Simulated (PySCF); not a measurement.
# [ReOCl3]2+: forces at shaken geometries

How stiff is [ReOCl3]2+? Its atoms are displaced at random by several amounts. The structure is generated, not taken from experiment.

The runs use PySCF 2.14.0; PBE0, Re def2-SVP with ECP60, O def2-SVP, Cl def2-SVP; scalar-relativistic core potentials, no spin–orbit coupling.

3 further runs of the same task are left out: 2 for a known fault of the program, 1 that didn't finish.

## Step 1: The system as given

5 atoms, charge 2, spin multiplicity 1.

Bond lengths: Re1–O2 1.640 Å, Re1–Cl3 2.143 Å, Re1–Cl4 2.143 Å, Re1–Cl5 2.143 Å. Angles: O2–Re1–Cl3 107.2°, O2–Re1–Cl4 107.2°, O2–Re1–Cl5 107.2°, Cl3–Re1–Cl4 111.7°, Cl3–Re1–Cl5 111.7°, Cl4–Re1–Cl5 111.7°.

Coordinates:

```csv
atom,x (Å),y (Å),z (Å)
Re1,0.05184,0.00000,-0.08111
O2,1.24358,0.00000,-1.20752
Cl3,0.29589,1.77286,1.09728
Cl4,-1.81490,0.00000,-1.13429
Cl5,0.29589,-1.77286,1.09728
```

Formal oxidation states: Re +7. An earlier session relaxed this geometry at PBE0, Re def2-SVP with ECP60, O def2-SVP, Cl def2-SVP (singlet, point group C3v).

Its energy there is -1532.329538 Eh.

## Step 2: Atoms moved at random, σ = 0.03 Å

run.py (the lines that set the calculation)

```python
mol = gto.M(atom='''
Re     0.02484     0.03650    -0.07151
O      1.29232    -0.06620    -1.22287
Cl     0.30637     1.81867     1.09496
Cl    -1.78891    -0.01221    -1.08020
Cl     0.23769    -1.77675     1.05126''',
    basis={'Re': 'def2-SVP', 'O': 'def2-SVP', 'Cl': 'def2-SVP'},
    ecp={'Re': 'def2-SVP'},
    charge=2, spin=0)
mf = dft.RKS(mol, xc='PBE0')
mf.grids.atom_grid = (50, 194)
mf = mf.density_fit()  # fitting sets: Re def2-universal-JKFIT, O def2-universal-JKFIT, Cl def2-universal-JKFIT
mf.conv_tol = 1e-08; mf.max_cycle = 55
mf.kernel(dm0)  # dm0: the density of the relaxed state
```

Launch:

```sh
$ OMP_NUM_THREADS=2 python run.py
```

## Step 3: Atoms moved at random, σ = 0.1 Å

run.py (the lines that set the calculation)

```python
mol = gto.M(atom='''
Re     0.13452    -0.01379    -0.05234
O      1.17309     0.00475    -1.43736
Cl     0.25086     1.75575     1.09472
Cl    -1.87436     0.04781    -1.05772
Cl     0.38819    -1.79452     1.22433''',
    basis={'Re': 'def2-SVP', 'O': 'def2-SVP', 'Cl': 'def2-SVP'},
    ecp={'Re': 'def2-SVP'},
    charge=2, spin=0)
mf = dft.RKS(mol, xc='PBE0')
mf.grids.atom_grid = (50, 194)
mf = mf.density_fit()  # fitting sets: Re def2-universal-JKFIT, O def2-universal-JKFIT, Cl def2-universal-JKFIT
mf.conv_tol = 1e-08; mf.max_cycle = 55
mf.kernel(dm0)  # dm0: the density of the relaxed state
```

## Step 4: Atoms moved at random, σ = 0.06 Å

run.py (the lines that set the calculation)

```python
mol = gto.M(atom='''
Re    -0.00024    -0.00372    -0.05747
O      1.29247    -0.02833    -1.23634
Cl     0.28057     1.72368     1.03179
Cl    -1.82080     0.01835    -1.08413
Cl     0.32030    -1.70999     1.11779''',
    basis={'Re': 'def2-SVP', 'O': 'def2-SVP', 'Cl': 'def2-SVP'},
    ecp={'Re': 'def2-SVP'},
    charge=2, spin=0)
mf = dft.RKS(mol, xc='PBE0')
mf.grids.atom_grid = (50, 194)
mf = mf.density_fit()  # fitting sets: Re def2-universal-JKFIT, O def2-universal-JKFIT, Cl def2-universal-JKFIT
mf.conv_tol = 1e-08; mf.max_cycle = 55
mf.kernel(dm0)  # dm0: the density of the relaxed state
```

Q: Predict the outcome of this session. Wanted: for each run, σ; energy rise; harmonic estimate −½ F·u; largest force component.

The runs gave:

| σ (Å) | energy rise (eV) | harmonic estimate −½ F·u (eV) | largest force component (eV/Å) |
| --- | --- | --- | --- |
| 0.03 | 0.259 | 0.257 | 4.97 |
| 0.1 | 0.569 | 0.582 | 4.80 |
| 0.06 | 0.512 | 0.487 | 5.30 |

Every displacement raises the energy. For a harmonic well the rise equals −½ F·u; the two differ by at most 5 % here (a move with σ = 0.06 Å), from anharmonicity, the grid and the small forces left at the relaxed point. These are double-zeta-type bases without diffuse functions. Spin–orbit coupling is left out.
